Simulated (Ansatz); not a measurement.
**MoH₂O₄: up Jacob's ladder to CCSD(T)**

The task here is to estimate one member of a computed series from the others.

The runs use Ansatz 0.2.0, Gaussian basis; functionals in def2-TZVPP, the program's frozen cores in correlated methods.

Levels to be run: LDA (SPW92), PBE-D4, revPBE-D4, BLYP-D4, r2SCAN-D4, B97M-V, PBE0-D4, B3LYP-D4, r2SCANh-D4, r2SCAN0-D4, HSE06-D4, BHLYP-D4, CAM-B3LYP-D4, LC-ωPBE, ωB97X-V, ωB97M-V, B2PLYP, PBE-QIDH; CCSD(T)/def2-SVP; CCSD(T)/def2-TZVPP; MP2/def2-QZVPP; extrapolation to the limit; RPA on PBE.

## The relaxed structure

All runs share one geometry, relaxed beforehand with PBE0-D4 in a triple-zeta def2 set. Mo takes the def2 core potential; no spin-orbit term is included.

SMILES `[O]=[Mo](=[O])([OH])[OH]`, 7 atoms, charge 0, spin multiplicity 1.

Atoms are counted from 1 here; the program's logs count them from 0.

Bond lengths: O1–Mo2 1.675 Å, Mo2–O3 1.675 Å, Mo2–O4 1.869 Å, Mo2–O5 1.869 Å, O4–H6 0.961 Å, O5–H7 0.961 Å. Angles: O1–Mo2–O3 109.2°, O1–Mo2–O4 110.0°, O1–Mo2–O5 108.8°, O3–Mo2–O4 108.8°, O3–Mo2–O5 110.0°, O4–Mo2–O5 110.1°, Mo2–O4–H6 123.3°, Mo2–O5–H7 123.3°.

Set-up of the first run:

in.yaml

```yaml
crystal:
  periodic: [false, false, false]
  atoms:
    - {symbol: O, position_ang: [-0.418637, -1.874271, -0.110034]}
    - {symbol: Mo, position_ang: [0.098953, -0.310194, 0.194938]}
    - {symbol: O, position_ang: [1.086020, -0.310168, 1.548803]}
    - {symbol: O, position_ang: [-1.370679, 0.797750, 0.522529]}
    - {symbol: O, position_ang: [1.050229, 0.308637, -1.290588]}
    - {symbol: H, position_ang: [-2.274681, 0.549738, 0.311996]}
    - {symbol: H, position_ang: [1.889993, 0.770510, -1.223344]}
basis:
  gaussian: {orbitals: def2-TZVPP}
hamiltonian: {xc: lda}
output: {orbitals: {seedname: orbitals}}
```

The run is started by

```bash
> ansatz run in.yaml --threads 4 --pin off --events-out ev --progress --plain --max-ram 10444MiB
```

Steps of the session up to this table: LDA; PBE-D4 (GGA); revPBE-D4 (GGA); BLYP-D4 (GGA); r2SCAN-D4 (meta-GGA); B97M-V (meta-GGA); B3LYP-D4 (hybrid); r2SCANh-D4 (hybrid); r2SCAN0-D4 (hybrid); HSE06-D4 (hybrid); BHLYP-D4 (hybrid); CAM-B3LYP-D4 (range-separated); LC-ωPBE (range-separated); ωB97X-V (range-separated); ωB97M-V (range-separated); B2PLYP (double hybrid); PBE-QIDH (double hybrid).

One table of the session follows, with a row left open; its other results are not shown here.

It belongs to the step «Frontier levels by functional». 

```
  functional  HOMO (eV)  LUMO (eV)  gap (eV)
 LDA (SPW92)      -7.76      -3.15      4.62
      PBE-D4      -7.52      -2.90      4.62
   revPBE-D4      -7.43      -2.81      4.62
     BLYP-D4      -7.43      -2.83      4.60
   r2SCAN-D4      -7.91      -2.87      5.04
      B97M-V      -7.97      -2.79      5.18
     PBE0-D4          ?          ?         ?
    B3LYP-D4      -8.93      -2.41      6.52
  r2SCANh-D4      -8.53      -2.58      5.95
  r2SCAN0-D4      -9.46      -2.14      7.33
    HSE06-D4      -8.78      -2.54      6.24
    BHLYP-D4     -10.79      -1.29      9.50
CAM-B3LYP-D4     -10.66      -1.08      9.58
     LC-ωPBE     -11.97       0.13     12.10
     ωB97X-V     -11.63       0.06     11.69
     ωB97M-V     -11.57       0.03     11.61
```

Estimate the missing values for PBE0-D4.

The run gave: HOMO (eV): -9.19; LUMO (eV): -2.15; gap (eV): 7.03. In the column «HOMO (eV)» it lies between r2SCAN0-D4 (-9.46) and B3LYP-D4 (-8.93).
